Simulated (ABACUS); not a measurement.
# CoPtO2 (R-3m) in ABACUS: runs at scaled volumes

Single points of CoPtO2 at other volumes, in PBEsol.

Everything below comes from runs of ABACUS 3.10.1. Logs are shortened: lines on timing, memory, paths and dates and some standing lists are left out, and cuts for length are marked.

### 1 The cell of the first run

It takes space group R-3m (No. 166, trigonal). The conventional cell has a = 2.767 Å, b = 2.767 Å, c = 17.454 Å, α = 90.00°, β = 90.00°, γ = 120.00°. Pt (site symmetry -3m) is surrounded by 2 O at 1.96 Å. Co (site symmetry -3m) has 6 O at 1.86 Å as nearest neighbours. O (site symmetry 3m) has 3 Co at 1.86 Å and 1 Pt at 1.96 Å as nearest neighbours.

The cell is a database's computed one.

### 2 Equation of state, PBEsol, collinear spin, ferromagnetic start, 9.64 Å³/atom (volume scaled by 0.94)

The input, INPUT:

```
INPUT_PARAMETERS
suffix              CoPtO2
calculation         scf
basis_type          pw
pseudo_dir          ./
symmetry            1
dft_functional      pbesol
ecutwfc             97
pseudo_rcut         7
nspin               2
nbands              30
ks_solver           dav
smearing_method     fd
smearing_sigma      0.00367493
scf_thr             1e-08
scf_nmax            100
mixing_type         broyden
mixing_beta         0.4
cal_force           1
cal_stress          1
kpar                4
```

The input, STRU:

```
ATOMIC_SPECIES
Pt 195.0840 Pt.upf
Co 58.9332 Co.upf
O 15.9990 O.upf

LATTICE_CONSTANT
1.8897261246

LATTICE_VECTORS
1.3834399927 0.7987294522 5.8181430658
-1.3834399927 0.7987294522 5.8181430658
0.0000000000 -1.5974589044 5.8181430658

ATOMIC_POSITIONS
Direct

Pt
0.0
1
0.0000000000 0.0000000000 0.0000000000 1 1 1 mag 0

Co
0.0
1
0.5000000000 0.5000000000 0.5000000000 1 1 1 mag 2

O
0.0
2
0.1122440300 0.1122440300 0.1122440300 1 1 1 mag 0
0.8877559700 0.8877559700 0.8877559700 1 1 1 mag 0
```

The input, KPT:

```
K_POINTS
0
Gamma
11 11 11 0 0 0
```

Potentials or basis: PseudoDojo NC SR 0.4.1 PBEsol standard, plane waves.

Run with:

```sh
$ OMP_NUM_THREADS=1 mpirun -np 4 abacus > log
```

running log:

```text
ABACUS v3.10.1

               Atomic-orbital Based Ab-initio Computation at UStc

 ------------------------------------------------------------------------------------

 READING GENERAL INFORMATION
                           global_out_dir = OUT.CoPtO2/
                           global_in_card = INPUT
                               pseudo_dir = ./
                              orbital_dir =
                                    DSIZE = 4
                                    GSIZE = 1

 READING UNITCELL INFORMATION
                                    ntype = 3
                  lattice constant (Bohr) = 1.88973
              lattice constant (Angstrom) = 1

 READING ATOM TYPE 1
                               atom label = Pt
                      L=0, number of zeta = 1
                      L=1, number of zeta = 1
                      L=2, number of zeta = 1
             number of atom for this type = 1
               magnetization of element 1 = 0

 READING ATOM TYPE 2
                               atom label = Co
                      L=0, number of zeta = 1
                      L=1, number of zeta = 1
                      L=2, number of zeta = 1
             number of atom for this type = 1
               magnetization of element 2 = 2

 READING ATOM TYPE 3
                               atom label = O
                      L=0, number of zeta = 1
                      L=1, number of zeta = 1
                      L=2, number of zeta = 1
             number of atom for this type = 2
               magnetization of element 3 = 0

                        TOTAL ATOM NUMBER = 4
DIRECT COORDINATES
    atom                   x                   y                   z     mag                  vx                  vy                  vz
taud_Pt1            0.0000000000        0.0000000000        0.0000000000  0.0000        0.0000000000        0.0000000000        0.0000000000
taud_Co1            0.5000000000        0.5000000000        0.5000000000  2.0000        0.0000000000        0.0000000000        0.0000000000
taud_O1            0.1122440300        0.1122440300        0.1122440300  0.0000        0.0000000000        0.0000000000        0.0000000000
taud_O2            0.8877559700        0.8877559700        0.8877559700  0.0000        0.0000000000        0.0000000000        0.0000000000

                          Volume (Bohr^3) = 260.311
                             Volume (A^3) = 38.574

 Lattice vectors: (Cartesian coordinate: in unit of a_0)
             +1.38344           +0.798729            +5.81814
             -1.38344           +0.798729            +5.81814
                   +0            -1.59746            +5.81814
 Reciprocal vectors: (Cartesian coordinate: in unit of 2 pi/a_0)
            +0.361418           +0.208665           +0.057292
            -0.361418           +0.208665           +0.057292
                   +0           -0.417329           +0.057292
 The esolver type has been set to : ksdft_pw

                PAO radial cut off (Bohr) = 7

 Read in pseudopotential file is Pt.upf
                     pseudopotential type = NC
[... 232 lines left out ...]
 projector 3 L=1
 projector 4 L=1
 projector 5 L=2
 projector 6 L=2
 O non-local projectors:
 projector 1 L=0
 projector 2 L=0
 projector 3 L=1
 projector 4 L=1
 projector 5 L=2
      TOTAL NUMBER OF NONLOCAL PROJECTORS = 76

 Init Non-Local PseudoPotential table :
 Init Non-Local-Pseudopotential done.

                                     npwx = 4229

 Make real space PAO into reciprocal space.
       max mesh points in Pseudopotential = 701
     dq(describe PAO in reciprocal space) = 0.01
                                    max q = 1186

 number of pseudo atomic orbitals for Pt is 4
WARNING: norm of atomic wavefunction # 3 of atomic type Pt is 0.999889, renormalized
WARNING: norm of atomic wavefunction # 4 of atomic type Pt is 0.997658, renormalized

 number of pseudo atomic orbitals for Co is 4
WARNING: norm of atomic wavefunction # 3 of atomic type Co is 0.999987, renormalized
WARNING: norm of atomic wavefunction # 4 of atomic type Co is 0.99734, renormalized

 number of pseudo atomic orbitals for O is 2
WARNING: norm of atomic wavefunction # 2 of atomic type O is 0.999978, renormalized

 -------------------------------------------
 SELF-CONSISTENT
 -------------------------------------------

                                 init_chg = atomic

 PW ALGORITHM --------------- ION=   1  ELEC=   1--------------------------------

          total magnetism (Bohr mag/cell) = 1.11804
       absolute magnetism (Bohr mag/cell) = 1.43475
                        nelec for spin up = 24.059
                      nelec for spin down = 22.941
[... 209 lines left out ...]
 Density error is 7.15213800977e-09
                          Error Threshold = 4.41895693891e-10
----------------------------------------------------------
     Energy           Rydberg                 eV
----------------------------------------------------------
 E_KohnSham     -632.6428876486      -8607.5480711947
 E_KS(sigma->0) -632.6427753486      -8607.5465432756
 E_Harris       -632.6429613070      -8607.5490733687
 E_band         -30.2747102746       -411.9085650339
 E_one_elec     -232.8361672992      -3167.8985757506
 E_Hartree      148.6378416476       2022.3215848286
 E_xc           -119.5147511836      -1626.0816111493
 E_Ewald        -428.9295862135      -5835.8864132852
 E_entropy(-TS) -0.0002245999        -0.0030558383
 E_descf        0.0000000000         0.0000000000
 E_exx          0.0000000000         0.0000000000
 E_Fermi        1.3410792101         18.2463187266
----------------------------------------------------------

 charge density convergence is achieved
 final etot is -8607.5480712 eV
 EFERMI = 18.246318727 eV

 STATE ENERGY(eV) AND OCCUPATIONS    NSPIN == 2
SPIN UP :
 1/37 kpoint (Cartesian) = 0.0000 0.0000 0.0000 (4229 pws)
       1       -80.9249    0.000751315
       2       -77.3576    0.000751315
       3       -40.7833    0.000751315
       4       -40.7833    0.000751315
       5       -40.7712    0.000751315
       6       -35.4625    0.000751315
[... 182 lines left out ...]
      29        28.0780    1.80620e-88
      30        30.5960        0.00000

[... levels at 68 further k points ...]

------------------------------------------------------------------------------------------
 TOTAL-FORCE (eV/Angstrom)
------------------------------------------------------------------------------------------
                       Pt1         0.0000000000         0.0000000000         0.0000000000
                       Co1         0.0000000000         0.0000000000         0.0000000000
                        O1         0.0000000000         0.0000000000        -0.1267795802
                        O2         0.0000000000         0.0000000000         0.1267795802
------------------------------------------------------------------------------------------

----------------------------------------------------------------
 TOTAL-STRESS (KBAR)
----------------------------------------------------------------
       116.9938134919        -0.0000000000        -0.0000000000
        -0.0000000000       116.9938134899        -0.0000000000
        -0.0000000000        -0.0000000000       141.9482243461
----------------------------------------------------------------
 TOTAL-PRESSURE: 125.311950 KBAR

 --------------------------------------------
 !FINAL_ETOT_IS -8607.5480711946947849 eV
 --------------------------------------------
```

stdout:

```text
ABACUS v3.10.1

               Atomic-orbital Based Ab-initio Computation at UStc

%%%%%%%%%%%%%%%%%%%%%%%%%%%%%%%%%%%%%%%%%%%%%%%%%%%%%%%%%%%%%%%%%%%%%%%%%%%%%%%%%%%%%%%%%%%%%%%%%%%%%%%%%
 Warning: the number of valence electrons in pseudopotential > 10 for Pt: [Xe] 4f14 5d9 6s1
[... 42 lines left out ...]
 TOTAL-STRESS (KBAR)
----------------------------------------------------------------
       116.9938134919        -0.0000000000        -0.0000000000
        -0.0000000000       116.9938134899        -0.0000000000
        -0.0000000000        -0.0000000000       141.9482243461
----------------------------------------------------------------
 TOTAL-PRESSURE: 125.311950 KBAR
```

It took 8.6 min on 4 MPI ranks of Intel Xeon 6975P-C (Granite Rapids), shared host; peak memory 1.5 GiB.

What came out:

* Free energy: -8607.5481 eV
* Pressure: 12.5 GPa
* Largest force: 0.127 eV/Å
* Band gap on the k mesh: none (metal or under the smearing width)
* Net moment: 0.00 μB per cell
* Absolute moment: 0.00 μB per cell

Caveat: the starting moments collapsed, and a magnetic state may lie lower; semilocal functionals often make such compounds metallic where correlation or magnetic order opens a gap, which also shifts bond lengths.

### 3 Equation of state, PBEsol, collinear spin, ferromagnetic start, 9.85 Å³/atom (volume scaled by 0.96)

INPUT is that of step 2.

STRU, as its differences from that of step 2:

```diff
@@ -9,5 +9,5 @@
 LATTICE_VECTORS
-1.3834399927 0.7987294522 5.8181430658
--1.3834399927 0.7987294522 5.8181430658
-0.0000000000 -1.5974589044 5.8181430658
+1.3931828489 0.8043544928 5.8591172543
+-1.3931828489 0.8043544928 5.8591172543
+0.0000000000 -1.6087089856 5.8591172543
```

KPT is that of step 2.

Potentials or basis: PseudoDojo NC SR 0.4.1 PBEsol standard, plane waves.

Run with:

```sh
$ OMP_NUM_THREADS=1 mpirun -np 4 abacus > log
```

running log:

```text
ABACUS v3.10.1

               Atomic-orbital Based Ab-initio Computation at UStc

 ------------------------------------------------------------------------------------

 READING GENERAL INFORMATION
                           global_out_dir = OUT.CoPtO2/
                           global_in_card = INPUT
                               pseudo_dir = ./
                              orbital_dir =
                                    DSIZE = 4
                                    GSIZE = 1

 READING UNITCELL INFORMATION
                                    ntype = 3
                  lattice constant (Bohr) = 1.88973
              lattice constant (Angstrom) = 1

 READING ATOM TYPE 1
                               atom label = Pt
                      L=0, number of zeta = 1
                      L=1, number of zeta = 1
                      L=2, number of zeta = 1
             number of atom for this type = 1
               magnetization of element 1 = 0

 READING ATOM TYPE 2
                               atom label = Co
                      L=0, number of zeta = 1
                      L=1, number of zeta = 1
                      L=2, number of zeta = 1
             number of atom for this type = 1
               magnetization of element 2 = 2

 READING ATOM TYPE 3
                               atom label = O
                      L=0, number of zeta = 1
                      L=1, number of zeta = 1
                      L=2, number of zeta = 1
             number of atom for this type = 2
               magnetization of element 3 = 0

                        TOTAL ATOM NUMBER = 4
DIRECT COORDINATES
    atom                   x                   y                   z     mag                  vx                  vy                  vz
taud_Pt1            0.0000000000        0.0000000000        0.0000000000  0.0000        0.0000000000        0.0000000000        0.0000000000
taud_Co1            0.5000000000        0.5000000000        0.5000000000  2.0000        0.0000000000        0.0000000000        0.0000000000
taud_O1            0.1122440300        0.1122440300        0.1122440300  0.0000        0.0000000000        0.0000000000        0.0000000000
taud_O2            0.8877559700        0.8877559700        0.8877559700  0.0000        0.0000000000        0.0000000000        0.0000000000

                          Volume (Bohr^3) = 265.849
                             Volume (A^3) = 39.3948

 Lattice vectors: (Cartesian coordinate: in unit of a_0)
             +1.39318           +0.804354            +5.85912
             -1.39318           +0.804354            +5.85912
                   +0            -1.60871            +5.85912
 Reciprocal vectors: (Cartesian coordinate: in unit of 2 pi/a_0)
             +0.35889           +0.207205          +0.0568914
             -0.35889           +0.207205          +0.0568914
                   +0           -0.414411          +0.0568914
 The esolver type has been set to : ksdft_pw

                PAO radial cut off (Bohr) = 7

 Read in pseudopotential file is Pt.upf
                     pseudopotential type = NC
          exchange-correlation functional = PBESOL
                 nonlocal core correction = 1
                        valence electrons = 18
                                     lmax = 3
                           number of zeta = 4
                     number of projectors = 8
                           L of projector = 0
                           L of projector = 0
                           L of projector = 1
                           L of projector = 1
                           L of projector = 2
                           L of projector = 2
                           L of projector = 3
                           L of projector = 3
                PAO radial cut off (Bohr) = 7

 Read in pseudopotential file is Co.upf
                     pseudopotential type = NC
          exchange-correlation functional = PBESOL
                 nonlocal core correction = 1
                        valence electrons = 17
                                     lmax = 2
                           number of zeta = 4
[... 144 lines left out ...]
       6  0.45454545  0.00000000  0.00000000  0.0045       5
[... 22 lines left out ...]
      29 -0.27272727  0.36363636  0.00000000  0.0090      40
      30 -0.27272727  0.27272727  0.00000000  0.0045      41
[... 116 further k points ...]

                               nkstot now = 146
[... K-POINTS DIRECT COORDINATES: 146 rows ...]

           k-point number in this process = 37
       minimum distributed K point number = 36
[... stars of the k points ...]
                             nks(nspin=2) = 74
                          nkstot(nspin=2) = 292

[... K-POINTS CARTESIAN COORDINATES: 74 rows ...]

[... K-POINTS DIRECT COORDINATES: 74 rows ...]

 SETUP PLANE WAVES FOR WAVE FUNCTIONS
     energy cutoff for wavefunc (unit:Ry) = 97
              fft grid for wave functions = [ 72, 72, 72 ]
                    number of plane waves = 5799
                         number of sticks = 559

 PARALLEL PW FOR WAVE FUNCTIONS
     PROC   COLUMNS(POT)             PW
        1            559           5799
 --------------- sum -------------------
        1            559           5799

 SETUP NONLOCAL PSEUDOPOTENTIALS IN PLANE WAVE BASIS
 Pt non-local projectors:
 projector 1 L=0
 projector 2 L=0
 projector 3 L=1
 projector 4 L=1
 projector 5 L=2
 projector 6 L=2
 projector 7 L=3
 projector 8 L=3
 Co non-local projectors:
 projector 1 L=0
 projector 2 L=0
 projector 3 L=1
 projector 4 L=1
 projector 5 L=2
 projector 6 L=2
 O non-local projectors:
 projector 1 L=0
 projector 2 L=0
 projector 3 L=1
 projector 4 L=1
 projector 5 L=2
      TOTAL NUMBER OF NONLOCAL PROJECTORS = 76

 Init Non-Local PseudoPotential table :
 Init Non-Local-Pseudopotential done.

                                     npwx = 4307

 Make real space PAO into reciprocal space.
       max mesh points in Pseudopotential = 701
     dq(describe PAO in reciprocal space) = 0.01
                                    max q = 1186

 number of pseudo atomic orbitals for Pt is 4
WARNING: norm of atomic wavefunction # 3 of atomic type Pt is 0.999889, renormalized
WARNING: norm of atomic wavefunction # 4 of atomic type Pt is 0.997658, renormalized

 number of pseudo atomic orbitals for Co is 4
WARNING: norm of atomic wavefunction # 3 of atomic type Co is 0.999987, renormalized
WARNING: norm of atomic wavefunction # 4 of atomic type Co is 0.99734, renormalized

 number of pseudo atomic orbitals for O is 2
WARNING: norm of atomic wavefunction # 2 of atomic type O is 0.999978, renormalized

 -------------------------------------------
 SELF-CONSISTENT
 -------------------------------------------

                                 init_chg = atomic

 PW ALGORITHM --------------- ION=   1  ELEC=   1--------------------------------

          total magnetism (Bohr mag/cell) = 1.10412
       absolute magnetism (Bohr mag/cell) = 1.41883
                        nelec for spin up = 24.0521
                      nelec for spin down = 22.9479
[... 209 lines left out ...]
 Density error is 5.28865760843e-09
                          Error Threshold = 1.60792969727e-09
----------------------------------------------------------
     Energy           Rydberg                 eV
----------------------------------------------------------
 E_KohnSham     -632.6463195089      -8607.5947640491
 E_KS(sigma->0) -632.6461853513      -8607.5929387425
 E_Harris       -632.6458396337      -8607.5882350119
 E_band         -31.7758960635       -432.3332455196
 E_one_elec     -237.3954161324      -3229.9303384823
 E_Hartree      150.1145121429       2042.4127176337
 E_xc           -119.4351667244      -1624.9988090312
 E_Ewald        -425.9299804800      -5795.0746835561
 E_entropy(-TS) -0.0002683150        -0.0036506132
 E_descf        0.0000000000         0.0000000000
 E_exx          0.0000000000         0.0000000000
 E_Fermi        1.2997540308         17.6840608170
----------------------------------------------------------

 charge density convergence is achieved
 final etot is -8607.594764 eV
 EFERMI = 17.684060817 eV

 STATE ENERGY(eV) AND OCCUPATIONS    NSPIN == 2
SPIN UP :
 1/37 kpoint (Cartesian) = 0.0000 0.0000 0.0000 (4307 pws)
       1       -81.3921    0.000751315
       2       -77.8484    0.000751315
       3       -41.2705    0.000751315
       4       -41.2705    0.000751315
       5       -41.2581    0.000751315
       6       -35.9136    0.000751315
[... 182 lines left out ...]
      29        27.5010    2.42871e-88
      30        29.9047        0.00000

[... levels at 68 further k points ...]

------------------------------------------------------------------------------------------
 TOTAL-FORCE (eV/Angstrom)
------------------------------------------------------------------------------------------
                       Pt1         0.0000000000         0.0000000000         0.0000000000
                       Co1         0.0000000000         0.0000000000         0.0000000000
                        O1         0.0000000000         0.0000000000        -0.0906039542
                        O2         0.0000000000         0.0000000000         0.0906039542
------------------------------------------------------------------------------------------

----------------------------------------------------------------
 TOTAL-STRESS (KBAR)
----------------------------------------------------------------
        56.0045367762         0.0000000000        -0.0000000000
        -0.0000000000        56.0045367822        -0.0000000000
         0.0000000000         0.0000000000        61.4042449083
----------------------------------------------------------------
 TOTAL-PRESSURE: 57.804439 KBAR

 --------------------------------------------
 !FINAL_ETOT_IS -8607.5947640490612685 eV
 --------------------------------------------
```

Run time: 8.1 min. Hardware: 4 MPI ranks of Intel Xeon 6975P-C (Granite Rapids), shared host; peak memory 1.5 GiB.

Results:

| Item | Value |
| --- | --- |
| Free energy | -8607.5948 eV |
| Pressure | 5.8 GPa |
| Largest force | 0.091 eV/Å |
| Band gap on the k mesh | none (metal or under the smearing width) |
| Net moment | 0.00 μB per cell |
| Absolute moment | 0.00 μB per cell |

Caveat: the starting moments collapsed, and a magnetic state may lie lower; semilocal functionals often make such compounds metallic where correlation or magnetic order opens a gap, which also shifts bond lengths.
